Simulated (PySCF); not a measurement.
# C8H4BF3MnO3: the cost of one run

Computed with PySCF 2.14.0, with density-fitted response routines of our own, on a single molecule in the gas phase. Atoms are numbered from 0 throughout.

3 further runs of the same task are left out: 3 for a faulty analytic Hessian.

### Step 1. Starting geometry

20 atoms, charge -1, multiplicity 1; geometry from: GFN2-xTB.

Bonds of the start (Å): F0–B1 1.41, B1–F2 1.39, B1–F3 1.39, B1–C4 1.65, C4–C5 1.42, C5–C6 1.42, C6–C7 1.42, C7–C8 1.42, C9–O10 1.15, C11–O12 1.16, C13–O14 1.16, C8–C4 1.43, C5–H16 1.08, C6–H17 1.09, C7–H18 1.09, C8–H19 1.08.

### Step 2. Optimising the geometry at PBE0-D3(BJ)/def2-SVP

The job: settings as JSON, then the geometry in Å.

```
{"job": {"xc": "PBE0", "basis": "def2-SVP", "d3": "d3bj", "grid": 1, "kind": "geom"}, "charge": -1, "multiplicity": 1}
F     -1.451340    -2.993160     1.448990
B     -1.446560    -1.584130     1.443160
F     -2.732300    -1.142520     1.136440
F     -1.086830    -1.140480     2.714440
C     -0.350140    -1.133490     0.300030
C      1.061880    -1.183320     0.459310
C      1.682110    -1.207250    -0.817110
C      0.653150    -1.163140    -1.792010
C     -0.583920    -1.090560    -1.107600
C     -0.660250     1.433650     0.386650
O     -1.480490     1.912340     1.027250
C      1.962360     1.564280     0.033180
O      2.874970     2.146300     0.446350
C      0.461630     1.655670    -2.035640
O      0.399400     2.297290    -3.000230
Mn     0.596330     0.628380    -0.598420
H      1.560720    -1.363110     1.403300
H      2.727410    -1.425240    -1.012760
H      0.784460    -1.321560    -2.857730
H     -1.560690    -1.194610    -1.563250
```

Q: Estimate the wall time of this first job on 8 threads of Arm Neoverse V2, shared host.

About 7.3 min.
